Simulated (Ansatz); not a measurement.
# AlClH4OSi: the cost of one run

Method: RKS PBE0/6-31G*, in Ansatz 0.2.0.

### Step 1. The system as given

Bond lengths: Al1–Cl2 2.430 Å, Al1–H3 1.760 Å, Al1–O4 1.780 Å, O4–Si5 1.680 Å, Si5–H6 1.460 Å, Si5–H7 1.460 Å, Si5–H8 1.460 Å. Angles: Cl2–Al1–H3 50.0°, Cl2–Al1–O4 159.3°, H3–Al1–O4 150.7°, Al1–O4–Si5 125.0°, O4–Si5–H6 109.5°, O4–Si5–H7 109.5°, O4–Si5–H8 109.5°, H6–Si5–H7 109.4°, H6–Si5–H8 109.4°, H7–Si5–H8 109.4°.

As a file:

```xyz
8

Al    0.0000    0.0000    0.0000
Cl    1.5382    0.0000    1.8812
H     1.7598    0.0000    0.0230
O    -1.5415    0.0000   -0.8900
Si   -2.6907   -1.2238   -0.8267
H    -2.2881   -2.2198    0.1620
H    -3.9833   -0.6595   -0.4496
H    -2.8007   -1.8572   -2.1376
```

### Step 2. Pulling towards end A

Springs on the bonds that form and break draw the guess towards this end; the thresholds are loose.

The input, input.yaml:

```yaml
crystal:
  periodic: [false, false, false]
  atoms:
    - { symbol: Al, position_ang: [0.0, 0.0, 0.0] }
    - { symbol: Cl, position_ang: [1.5382, 0.0, 1.8812] }
    - { symbol: H, position_ang: [1.7598, 0.0, 0.023] }
    - { symbol: O, position_ang: [-1.5415, 0.0, -0.89] }
    - { symbol: Si, position_ang: [-2.6907, -1.2238, -0.8267] }
    - { symbol: H, position_ang: [-2.2881, -2.2198, 0.162] }
    - { symbol: H, position_ang: [-3.9833, -0.6595, -0.4496] }
    - { symbol: H, position_ang: [-2.8007, -1.8572, -2.1376] }
basis:
  gaussian: { orbitals: "6-31G*" }
hamiltonian:
  xc: pbe0
relax:
  f_tol: 0.15
  max_steps: 25
  restrain:
    - { distance: [1, 2], at: 2.57, k: 30.0 }
    - { distance: [0, 1], at: 2.23, k: 30.0 }
    - { distance: [0, 2], at: 1.56, k: 30.0 }
```

Command:

```
ansatz run input.yaml --threads 1 --pin off --max-ram 2048MiB --backend cpu --events-out ev --progress --plain --runs-dir out
```

**Question.** How long does this run take on 1 thread of Arm Neoverse V2, shared host, and how much memory does it need?

About 36 s, with a peak of 0.16 GiB.
